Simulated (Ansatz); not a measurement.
Predict the output of the script below (Ansatz 0.2.0 through its Python package).

Script `methods.py`:
```python
"""One geometry of CH6BBrOSi, method by method."""

from pathlib import Path

import ansatz
import numpy as np

params = {
    "basis_set": "def2-SVP",
}


def main() -> None:
    geometry_ang = [
        ("C", (-1.6175, -0.3335, 0.4657)),
        ("B", (-0.3115, -0.8748, -0.1314)),
        ("Br", (0.3368, -2.6374, 0.5123)),
        ("O", (0.4472, -0.1821, -1.2385)),
        ("Si", (1.524, 0.8559, -0.5245)),
        ("H", (-1.9192, 0.6792, -0.0584)),
        ("H", (-1.5216, -0.0988, 1.5449)),
        ("H", (-2.4449, -1.0037, 0.2851)),
        ("H", (0.8422, 1.8574, 0.3981)),
        ("H", (2.2467, 1.5907, -1.5379)),
        ("H", (2.4831, 0.0901, 0.3053)),
    ]
    molecule = ansatz.Crystal.molecule()
    for symbol, xyz in geometry_ang:
        molecule = molecule.atom(symbol, xyz)

    base = molecule.calculation().basis(gaussian=params["basis_set"])

    print("functional    E (Ha)        dipole (D)   HOMO (eV)  LUMO (eV)")
    for name in ["hse06", "hf", "r2scan", "pbe"]:
        report = base.functional(name).forces().orbitals().run(runs_dir="runs").report
        lines = Path(report["orbitals_path"]).read_text().splitlines()
        field_of = lambda key: [line.split("=")[1].strip() for line in lines if line.startswith(key)]
        orbitals = [(27.211386 * float(e), s, float(n)) for e, s, n in zip(field_of("Ene="), field_of("Spin="), field_of("Occup="))]
        homo = max(e for e, _, n in orbitals if n > 0.5)
        lumo = min(e for e, _, n in orbitals if n < 0.5)
        dipole = 4.803205 * np.linalg.norm(report["charge_distribution"]["dipole_moment_e_ang"])
        print(f"{name:10s} {report['free_energy_ev'] / 27.211386246:14.6f} {dipole:9.3f} {homo:11.3f} {lumo:10.3f}")


if __name__ == "__main__":
    main()
```

Running `python methods.py` prints:
```text
functional    E (Ha)        dipole (D)   HOMO (eV)  LUMO (eV)
hse06        -3004.427505     1.718      -7.843     -1.774
hf           -3001.846526     1.911     -11.280      2.414
r2scan       -3004.911740     1.721      -7.267     -2.031
pbe          -3004.301139     1.578      -6.882     -2.290
```

Caveats:
- Total energies depend on the basis set; only differences at equal settings carry meaning.
- The geometry is a force-field or estimated start, not a minimum of this method, and the basis set is short of its limit. A lower total doesn't mark the better method: functionals have no common bound, and MP2 and coupled cluster aren't variational.
- Levels such as HOMO and LUMO are orbital energies: with these approximate functionals they aren't the ionisation energy and electron affinity, and their gap isn't the fundamental gap.
- hse06 follows the composition of plane-wave codes, whose totals differ by tens of mHa, up to about 0.1 Ha, from the form usual in Gaussian-basis programs (wpbeh).
- It ran for 26 s on 1 thread of Arm Neoverse V2 (shared host), peak memory 0.37 GiB.

(Lines on the test bed's own set-up are left out of the output.)
